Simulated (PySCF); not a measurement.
**GeCl+: bond curves at several levels of theory**

An exercise on one series of results from a longer session: the logs are not shown, and one member is left open.

Method: Ge cc-pVDZ-PP with ECP10, Cl cc-pV(D+d)Z, scalar-relativistic core potentials; program: PySCF 2.14.0.

Set-up of the first run:

Settings of the job:

* atoms: Ge, Cl
* charge: 1
* basis: Ge cc-pVDZ-PP with ECP10, Cl cc-pV(D+d)Z
* Hamiltonian: scalar-relativistic core potentials
* basis functions: 46
* electrons treated: 38
* masses in u: 73.9212, 34.9689
* levels: PBE0, PBE, r²SCAN, BP86, M06-L, revPBE, HF, MP2, SCS-MP2, CCSD, CCSD(T)
* grid: 80 radial by 434 angular points
* occupations: held fixed by the projection of orbital angular momentum
* dissociation limit: Ge+ + Cl, each in its ground configuration
* starting distance in angstrom: 2.230
* values of 2S to try: 0, 2

Among the steps run: Input; PBE0 along the bond; Higher solutions at PBE0; PBE (GGA); r²SCAN (meta-GGA); BP86; M06-L; revPBE (GGA); RHF; MP2 and coupled cluster.

One table of the session follows, with a row left open; its other results are not shown here.

It belongs to the step «Constants by level of theory». 

```
      level  Re (Å)  ωe (cm⁻¹)  De (eV)
        RHF   2.068        514     2.90
    RHF-MP2   2.072        514     4.29
RHF-SCS-MP2   2.075        510     4.13
   RHF-CCSD   2.075        508     4.01
RHF-CCSD(T)       ?          ?        ?
        PBE   2.102        475     4.82
     revPBE   2.110        469     4.58
       BP86   2.104        473     4.78
     r²SCAN   2.080        494     4.68
      M06-L   2.087        490     4.85
       PBE0   2.078        499     4.52
```

Estimate the missing values for RHF-CCSD(T).

The run gave: Re (Å): 2.082; ωe (cm⁻¹): 499; De (eV): 4.17. In the column «Re (Å)» it lies between r²SCAN (2.080) and M06-L (2.087).
